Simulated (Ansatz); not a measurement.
# Li3Rh: the cost of one run

Computed with Ansatz 0.2.0, driven from Python. Level of theory: DFT PBEsol, plane waves, norm-conserving potentials.

## Step 1: The structure

It takes space group Fm-3m (No. 225, cubic). Conventional cell: a = 5.963 Å, b = 5.963 Å, c = 5.963 Å, α = 90.00°, β = 90.00°, γ = 90.00°. Around Li (site symmetry -43m) lie 4 Li at 2.58 Å and 4 Rh at 2.58 Å. Li (site symmetry m-3m) is surrounded by 8 Li at 2.58 Å. Around Rh (site symmetry m-3m) lie 8 Li at 2.58 Å.

The script holds or builds the structure itself.

## Step 2: The script

Input file eos.py:

```python
# -*- coding: utf-8 -*-
"""Bulk modulus of Li3Rh from an E(V) curve."""

import ansatz
from ase.eos import EquationOfState
from ase.units import GPa
import numpy as np

config = {
    "tolerance": 1e-05,
    "n_empty": 16,
    "functional": "pbesol",
    "filling": "Fermi-Dirac",
    "smearing_width": 0.01,
    "kgrid": (7, 7, 7),
}

VECTORS = np.array([
    [0.0, 2.98141058, 2.98141058],
    [2.98141058, 0.0, 2.98141058],
    [2.98141058, 2.98141058, 0.0],
])
SITES = [
    ("Li", (0.25, 0.25, 0.25)),
    ("Li", (0.75, 0.75, 0.75)),
    ("Li", (0.5, 0.5, 0.5)),
    ("Rh", (0.0, 0.0, 0.0)),
]


def crystal_on(cell):
    crystal = ansatz.Crystal(lattice=ansatz.Lattice.of(cell))
    for symbol, position in SITES:
        crystal = crystal.atom(symbol, position)
    return crystal

# scale the volume, keep shape and fractions
volumes, energies = [], []
for scale in np.linspace(0.88, 1.12, 7):
    cell = VECTORS * scale ** (1 / 3)
    base = (
        crystal_on(cell).calculation()
        .pseudopotentials("nc")
        .scf(tolerance=config["tolerance"], extra_bands=config["n_empty"])
        .functional(config["functional"])
        .accuracy("low")
        .occupations(config["filling"], width=config["smearing_width"])
        .kpoints(*config["kgrid"])
    )
    rep = base.run().report
    volumes.append(abs(np.linalg.det(cell)) / len(SITES))
    energies.append(rep["free_energy_ev"] / len(SITES))
    print(f"V = {volumes[-1]:8.4f} A^3/atom  F = {energies[-1]:.5f} eV/atom")

eos = EquationOfState(volumes, energies, eos="murnaghan")
v0, e0, bulk = eos.fit()
print(f"V0 = {v0:.4f} A^3/atom, E0 = {e0:.5f} eV/atom, B = {bulk / GPa:.1f} GPa")
eos.plot("eos.png")
```

## Step 3: What the engine is handed

The engine receives this input (first run):

```yaml
crystal:
  lattice:
    - [0.0, 2.8570379710138143, 2.8570379710138143]
    - [2.8570379710138143, 0.0, 2.8570379710138143]
    - [2.8570379710138143, 2.8570379710138143, 0.0]
  atoms:
    - { symbol: Li, position: [0.25, 0.25, 0.25] }
    - { symbol: Li, position: [0.75, 0.75, 0.75] }
    - { symbol: Li, position: [0.5, 0.5, 0.5] }
    - { symbol: Rh, position: [0.0, 0.0, 0.0] }
accuracy: low
kpoints:
  mp_grid:
    grid: [7, 7, 7]
hamiltonian:
  xc: pbesol
  pseudopotentials:
    kind: nc
scf:
  n_extra_bands: 16
  convergence:
    dr2_threshold: 1.0e-05
  occupations:
    method: fermi_dirac
    width: 0.01
```

## Step 4: The run

Started as:

```console
$ python eos.py
```

Q: Estimate wall time and peak memory on 1 thread of Arm Neoverse V1, shared host.

About 73 s, with a peak of 0.48 GiB.
